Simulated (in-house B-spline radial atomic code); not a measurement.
# Re⁷²⁺: excited configurations

How much energy does it take to promote electrons of Re⁷²⁺ to other shells? Each configuration is solved by itself and compared with the reference.

The numbers are computed with in-house B-spline radial atomic code version 1 (Dirac-Hartree-Fock, average of configuration, Fermi nucleus, basis-set limit), except any that are marked as measured or tabulated.

## Step 1: The atom as given

* element: rhenium (Z = 75)
* charge: +72
* electrons: 3
* configuration: [He] 2s1
* Hamiltonian: Dirac-Coulomb
* nucleus: Fermi, rms radius 5.370 fm

The outer shells:

[He] 2s1
```
[He] core
2s [↑ ]
```

The boxes draw the filling by Hund's rule, which heavy ions in jj coupling don't follow; these runs average over all states of the configuration.

The run's settings:

```ini
Z = 75
electrons = 3.0
configuration = [He] 2s1
hamiltonian = dirac
method = hf
spin_polarised = False
nucleus = fermi
rms_radius = 5.3698
mass_number = 187
atomic_mass = 186.955752217
speed_of_light = 137.035999084
```

The reference is known from an earlier run: -6816.100903 hartree in all. Up to eight levels, counted from the top:

```csv
orbital,occupation,energy (eV),<r> (bohr)
1s1/2,2,-81387.0,0.01795
2s1/2,1,-20334.9,0.07209
```

## Step 2: [He] 5d1

The run's settings:

```ini
Z = 75
electrons = 3.0
configuration = [He] 5d1
hamiltonian = dirac
method = hf
spin_polarised = False
nucleus = fermi
rms_radius = 5.3698
mass_number = 187
atomic_mass = 186.955752217
speed_of_light = 137.035999084
```

## Step 3: Configuration [He] 6f1

Settings: those of step 2 with these lines changed.

```diff
@@ -2,3 +2,3 @@
 electrons = 3.0
-configuration = [He] 5d1
+configuration = [He] 6f1
 hamiltonian = dirac
```

## Step 4: [He] 4p1

Settings: those of step 3 with these lines changed.

```diff
@@ -2,3 +2,3 @@
 electrons = 3.0
-configuration = [He] 6f1
+configuration = [He] 4p1
 hamiltonian = dirac
```

## Step 5: [He] 4d1

Settings: those of step 4 with these lines changed.

```diff
@@ -2,3 +2,3 @@
 electrons = 3.0
-configuration = [He] 4p1
+configuration = [He] 4d1
 hamiltonian = dirac
```

## Step 6: Run with [He] 6p1

Settings: those of step 5 with these lines changed.

```diff
@@ -2,3 +2,3 @@
 electrons = 3.0
-configuration = [He] 4d1
+configuration = [He] 6p1
 hamiltonian = dirac
```

How far above the reference does each configuration lie (order and size, in eV)?

As calculated:

| net move | configuration | energy above the reference (eV) | with Breit, QED, recoil (eV) | largest <r> (bohr) |
| --- | --- | --- | --- | --- |
| 2s → 4p | [He] 4p1 | 15624.3 | 15588.7 | 0.306 |
| 2s → 4d | [He] 4d1 | 15732.6 | 15694.8 | 0.283 |
| 2s → 5d | [He] 5d1 | 17392.2 | 17354.2 | 0.466 |
| 2s → 6p | [He] 6p1 | 18262.0 | 18224.7 | 0.711 |
| 2s → 6f | [He] 6f1 | 18305.4 | 18267.3 | 0.652 |

Quantum defects of the promoted electron, δ = n − ζ/√(−2ε) with ζ = 73 and ε its orbital energy in hartree:

| promotion | δ |
| --- | --- |
| 2s → 4p | 0.077 |
| 2s → 4d | 0.031 |
| 2s → 5d | 0.036 |
| 2s → 6p | 0.086 |
| 2s → 6f | 0.023 |

**Reading.** At the bottom stands 2s → 4p (15624.3 eV), at the top 2s → 6f (18305.4 eV). Of those tabulated, the defect is largest for 6p (0.09) and least for 6f (0.02); at this charge much of the defect is relativistic. These are averages over configurations, without correlation, not spectroscopic levels.
